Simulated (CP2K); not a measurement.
**PM6 run of BSiH2O2F (SMILES FB1O[SiH2]O1)**

Aim: the vertical electron affinity of BSiH2O2F at PM6, from 2 runs. 

The calculation is run with CP2K 2026.2.

4 further runs of the same task are left out: 2 that didn't finish, 2 set aside as unsound or not needed.

## Step 1: The structure to begin with

BSiH2O2F has 7 atoms, charge 0, and is taken as a singlet. SMILES: `FB1O[SiH2]O1`. The shape is that of a GFN2-xTB optimisation.

Bond lengths: F1–B2 1.306 Å, B2–O3 1.377 Å, O3–Si4 1.687 Å, B2–O5 1.378 Å, Si4–O5 1.687 Å, Si4–H6 1.445 Å, Si4–H7 1.445 Å. Some angles: F1–B2–O3 127.1°, F1–B2–O5 127.1°, O3–B2–O5 105.7°, B2–O3–Si4 86.5°, O3–Si4–O5 81.2°, B2–O5–Si4 86.5°, O3–Si4–H6 111.0°, O3–Si4–H7 110.9°, O5–Si4–H6 111.0°, O5–Si4–H7 110.9°.

## Step 2: Energy and forces at PM6

molecule.xyz reads:

```xyz
7

F      0.050260    -1.569740    -1.889050
B      0.024860    -0.735500    -0.885020
O      0.065080    -1.046630     0.456230
Si    -0.020680     0.614420     0.739170
O     -0.049220     0.638830    -0.947300
H     -1.307450     0.980930     1.284470
H      1.237150     1.117700     1.241500
```

calc.inp reads:

```
&global
  project calc
  run_type ENERGY_FORCE
  print_level MEDIUM
&end global

&force_eval
  method QUICKSTEP
  &dft
    &qs
      method PM6
      eps_default 1.0E-10
      &se
        &coulomb
          cutoff [angstrom] 50
          rc_range [angstrom] 0
        &end coulomb
        &exchange
          cutoff [angstrom] 50
          rc_range [angstrom] 0
        &end exchange
      &end se
    &end qs
    &poisson
      periodic NONE
      poisson_solver ANALYTIC
    &end poisson
    &scf
      scf_guess ATOMIC
      eps_scf 1.0E-06
      max_scf 100
      &diagonalization
        algorithm STANDARD
      &end diagonalization
      &mixing
        method DIRECT_P_MIXING
        alpha 0.4
      &end mixing
    &end scf
    &print
      &moments
        periodic F
        reference COM
        max_moment 1
      &end moments
      &mo ON
        energies T
        occupation_numbers T
        ndigits 6
        &each
          qs_scf 0
        &end each
        add_last NUMERIC
      &end mo
      &hirshfeld OFF
      &end hirshfeld
    &end print
  &end dft
  &subsys
    &cell
      abc 14.5 14.7 15.2
      periodic NONE
    &end cell
    &topology
      coord_file_name molecule.xyz
      coord_file_format XYZ
      &center_coordinates
      &end center_coordinates
    &end topology
  &end subsys
  &print
    &forces ON
    &end forces
  &end print
&end force_eval
```

Run with:

```console
OMP_NUM_THREADS=1 cp2k.psmp -i calc.inp -o calc.out
```

Log:

```text
CP2K| version string:                                       CP2K version 2026.2
[...]
 GLOBAL| Method name                                                        CP2K
[...]
 GLOBAL| Run type                                                   ENERGY_FORCE
[...]
                             - Atoms:                                          7
[...]
                             - Spherical basis functions:                     27
[...]
 Number of electrons:                                                         28
[...]
     1 P_Mix/Diag. 0.40E+00    0.0     0.76760732       -39.1154029812 -3.91E+01
[...]
    17 DIIS/Diag.  0.21E-07    0.0     0.00000016       -44.6064803568 -7.23E-12
  *** SCF run converged in    17 steps ***
  Core-core repulsion energy [eV]:                           1775.19368565993977
  Core Hamiltonian energy [eV]:                             -2040.19988059388561
  Two-electron integral energy [eV]:                        -1897.59572909190410
  Electronic energy [eV]:                                   -2988.99774513983766
  Total energy [eV]:                                        -1213.80405947989789
  Atomic reference energy [eV]:                              1203.95893644902344
  Heat of formation [kcal/mol]:                              -227.03394855226807
[...]
 SE_DIPOLE| Moment [Debye]          0.05050786      -1.41608829      -1.70447538
 SE_DIPOLE| Derivative [a.u.]       0.00000000       0.00000000       0.00000000
 ENERGY| Total FORCE_EVAL ( QS ) energy [hartree]            -44.606480356839469
 FORCES| Atomic forces [hartree/bohr]
 FORCES|   Atom     x               y               z               |f|
 FORCES|      1  8.66662475E-05 -1.69472955E-03 -2.04226328E-03   2.65526996E-03
 FORCES|      2  1.54493938E-03 -4.70422112E-02 -5.67458555E-02   7.37254948E-02
 FORCES|      3  3.17714989E-03 -4.79259212E-02  3.83754999E-02   6.14789980E-02
 FORCES|      4 -1.36472117E-03  4.52388349E-02  5.45402566E-02   7.08735087E-02
 FORCES|      5 -3.21589383E-03  4.63056275E-02 -4.02628105E-02   6.14462938E-02
 FORCES|      6  2.32728666E-03  2.67536133E-03  3.00840570E-03   4.65019638E-03
 FORCES|      7 -2.55542718E-03  2.44303830E-03  3.12676710E-03   4.71967337E-03
 FORCES| Sum    -9.02056208E-17  4.57966998E-16 -1.42941214E-15
 FORCES| Total atomic force                                       1.50369209E-15
[...]
```

It took 0.26 s on 1 thread of Arm Neoverse V1, shared host.

## Step 3: The doublet anion

molecule.xyz is that of step 2.

job.inp reads:

```
&GLOBAL
    PROJECT job
    RUN_TYPE ENERGY_FORCE
    PRINT_LEVEL MEDIUM
&END GLOBAL
&FORCE_EVAL
    METHOD Quickstep
    &DFT
        CHARGE -1
        MULTIPLICITY 2
        LSD T
        # Quickstep
        &QS
            METHOD PM6
            EPS_DEFAULT 1.0E-10
            &SE
                &COULOMB
                    CUTOFF [angstrom] 50
                    RC_RANGE [angstrom] 0
                &END COULOMB
                &EXCHANGE
                    CUTOFF [angstrom] 50
                    RC_RANGE [angstrom] 0
                &END EXCHANGE
            &END SE
        &END QS
        &POISSON
            PERIODIC NONE
            POISSON_SOLVER ANALYTIC
        &END POISSON
        # self-consistent field
        &SCF
            SCF_GUESS ATOMIC
            EPS_SCF 1.0E-06
            MAX_SCF 150
            ADDED_MOS 4
            &DIAGONALIZATION
                ALGORITHM STANDARD
            &END DIAGONALIZATION
            &MIXING
                METHOD DIRECT_P_MIXING
                ALPHA 0.4
            &END MIXING
        &END SCF
        # extra output
        &PRINT
            &MOMENTS
                PERIODIC F
                REFERENCE COM
                MAX_MOMENT 1
            &END MOMENTS
            &MO ON
                ENERGIES T
                OCCUPATION_NUMBERS T
                NDIGITS 6
                &EACH
                    QS_SCF 0
                &END EACH
                ADD_LAST NUMERIC
            &END MO
            &HIRSHFELD OFF
            &END HIRSHFELD
        &END PRINT
    &END DFT
    &SUBSYS
        # vacuum box
        &CELL
            ABC [angstrom] 14.5 14.7 15.2
            PERIODIC NONE
        &END CELL
        &TOPOLOGY
            COORD_FILE_NAME molecule.xyz
            COORD_FILE_FORMAT XYZ
            &CENTER_COORDINATES
            &END CENTER_COORDINATES
        &END TOPOLOGY
    &END SUBSYS
    &PRINT
        &FORCES ON
        &END FORCES
    &END PRINT
&END FORCE_EVAL
```

Run with:

```console
OMP_NUM_THREADS=1 cp2k.psmp -i job.inp > job.out 2>&1
```

Log:

```text
CP2K| version string:                                       CP2K version 2026.2
[...]
 GLOBAL| Method name                                                        CP2K
[...]
 GLOBAL| Run type                                                   ENERGY_FORCE
[...]
                             - Atoms:                                          7
[...]
                             - Spherical basis functions:                     27
[...]
 Number of electrons:                                                         15
[...]
     1 P_Mix/Diag. 0.40E+00    0.0     0.50256002       -39.3756269681 -3.94E+01
[...]
    36 DIIS/Diag.  0.71E-06    0.0     0.00000065       -44.6240905403 -9.27E-12
  *** SCF run converged in    36 steps ***
  Core-core repulsion energy [eV]:                           1775.19368565993977
  Core Hamiltonian energy [eV]:                             -2066.08198787215770
  Two-electron integral energy [eV]:                        -1846.78990946007639
  Electronic energy [eV]:                                   -2989.47694260219578
  Total energy [eV]:                                        -1214.28325694225600
  Atomic reference energy [eV]:                              1203.95893644902344
  Heat of formation [kcal/mol]:                              -238.08450542943717
[...]
 SE_DIPOLE| Moment [Debye]         -0.08437763       2.53371392       3.04747177
 SE_DIPOLE| Derivative [a.u.]       0.00000000       0.00000000       0.00000000
 ENERGY| Total FORCE_EVAL ( QS ) energy [hartree]            -44.624090540318406
 FORCES| Atomic forces [hartree/bohr]
 FORCES|   Atom     x               y               z               |f|
 FORCES|      1  3.00290106E-04 -8.47304530E-03 -1.01994228E-02   1.32631405E-02
 FORCES|      2  6.16971785E-04 -1.90701752E-02 -2.30749821E-02   2.99417274E-02
 FORCES|      3  3.67024338E-03 -6.08286448E-02  2.50437037E-02   6.58846098E-02
 FORCES|      4 -1.57779271E-03  5.00750748E-02  6.03570501E-02   7.84409080E-02
 FORCES|      5 -2.86956903E-03  3.55668722E-02 -5.53972848E-02   6.58945823E-02
 FORCES|      6  1.13147292E-04  1.36513873E-03  1.62087993E-03   2.12218232E-03
 FORCES|      7 -2.53290819E-04  1.36477958E-03  1.65005597E-03   2.15626164E-03
 FORCES| Sum    -5.89805982E-17  1.11022302E-16  5.96744876E-16
 FORCES| Total atomic force                                       6.09843512E-16
[...]
```

Wall time 0.34 s (1 thread of Arm Neoverse V1, shared host).

## Step 4: Results

At PM6:

| quantity | value |
| --- | --- |
| singlet BSiH2O2F: total energy | -44.60648 Eh |
| singlet BSiH2O2F: dipole moment | 2.22 D |
| singlet BSiH2O2F: HOMO energy | -11.68 eV |
| singlet BSiH2O2F: heat of formation at this unrelaxed shape | -227.0 kcal/mol |
| singlet BSiH2O2F: largest force on an atom | 3.791 eV/Å |
| doublet anion: total energy | -44.62409 Eh |
| doublet anion: HOMO energy (highest over α and β) | -0.59 eV |
| doublet anion: LUMO energy (lowest over α and β) | 4.96 eV |
| doublet anion: heat of formation at this unrelaxed shape | -238.1 kcal/mol |
| doublet anion: largest force on an atom | 4.034 eV/Å |
| vertical electron affinity (to the doublet anion) | 0.479 eV |

What this shows: At fixed nuclei the extra electron is bound by 0.48 eV (11.1 kcal/mol). The largest force (singlet BSiH2O2F) is 3.79 eV/Å: the shape isn't a stationary point for this species at this level. A minimal valence basis can't be trusted even for the sign of an electron affinity.
